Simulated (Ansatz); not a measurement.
# AlHBr radical: one species, many methods

One table from this session's results is given with a row withheld; the runs are named, their logs left out.

Computed with Ansatz 0.2.0, Gaussian basis. Level: functionals in def2-TZVPP, the program's frozen cores in correlated methods.

The runs, in order: LDA (SPW92), PBE-D4, revPBE-D4, BLYP-D4, r2SCAN-D4, B97M-V, PBE0-D4, B3LYP-D4, r2SCANh-D4, r2SCAN0-D4, HSE06-D4, BHLYP-D4, CAM-B3LYP-D4, LC-ωPBE, ωB97X-V, ωB97M-V, B2PLYP, PBE-QIDH; CCSD(T)/def2-SVP; CCSD(T)/def2-TZVPP; MP2/def2-QZVPP; extrapolation to the limit; RPA on PBE.

### Structure used throughout

The geometry comes from an earlier relaxation with PBE0-D4 in a triple-zeta def2 set; it is a stationary point.

SMILES `[AlH][Br]`, 3 atoms, charge 0, spin multiplicity 2.

Atoms are counted from 1 here; the program's logs count them from 0.

Bond lengths: Al1–Br2 2.275 Å, Al1–H3 1.603 Å. Angles: Br2–Al1–H3 115.7°.

Coordinates:

```xyz
3
charge 0, multiplicity 2
Al   -0.29668   -0.62801   -0.23908
Br    1.58454    0.00856    0.87105
H    -1.29886    0.55465   -0.64528
```

Set-up of the first run:

in.yaml

```yaml
crystal:
  periodic: [false, false, false]
  atoms:
    - {symbol: Al, position_ang: [-0.296680, -0.628011, -0.239076]}
    - {symbol: Br, position_ang: [1.584539, 0.008562, 0.871053]}
    - {symbol: H, position_ang: [-1.298859, 0.554649, -0.645277]}
basis:
  gaussian: {orbitals: def2-TZVPP}
magnetization: {spin_polarized: true, initial_magnetization: 1}
hamiltonian: {xc: lda}
output: {orbitals: {seedname: orbitals}}
```

Among the steps run: LDA; PBE-D4 (GGA); revPBE-D4 (GGA); BLYP-D4 (GGA); r2SCAN-D4 (meta-GGA); B97M-V (meta-GGA); PBE0-D4 (hybrid); B3LYP-D4 (hybrid); r2SCANh-D4 (hybrid); r2SCAN0-D4 (hybrid); HSE06-D4 (hybrid); BHLYP-D4 (hybrid); CAM-B3LYP-D4 (range-separated); LC-ωPBE-D4 (range-separated; the results give it without D4); ωB97X-V (range-separated); ωB97M-V (range-separated); B2PLYP (double hybrid); PBE-QIDH (double hybrid).

One of the session's tables, all rows but one given; the rest of the session is left out.

It belongs to the step «Orbital energies across the functionals». 

```
  functional  HOMO (eV)  LUMO (eV)  gap (eV)
 LDA (SPW92)      -5.04      -3.91      1.13
      PBE-D4      -5.06      -3.56      1.51
   revPBE-D4      -5.05      -3.43      1.63
     BLYP-D4      -4.87      -3.60      1.28
   r2SCAN-D4      -5.38      -3.08      2.30
      B97M-V      -5.06      -3.91      1.15
     PBE0-D4      -6.09      -2.76      3.33
    B3LYP-D4      -5.85      -3.14      2.71
  r2SCANh-D4      -5.75      -2.85      2.91
  r2SCAN0-D4      -6.31      -2.50      3.81
    HSE06-D4      -5.70      -3.13      2.56
    BHLYP-D4          ?          ?         ?
CAM-B3LYP-D4      -7.26      -1.98      5.28
     LC-ωPBE      -8.62      -0.64      7.97
     ωB97X-V      -8.14      -1.14      7.00
     ωB97M-V      -7.74      -1.29      6.44
```

Q: Estimate the row for BHLYP-D4 from the others.

Worked estimate for «HOMO (eV)». Against the share of exact exchange, BLYP-D4 (0, -4.87), B3LYP-D4 (0.2, -5.85) give a slope of -4.90 per unit share; at 0.5 the line stands at -7.32.

The run gave: HOMO (eV): -6.94; LUMO (eV): -2.11; gap (eV): 4.83. In «HOMO (eV)» the line misses by -0.38.
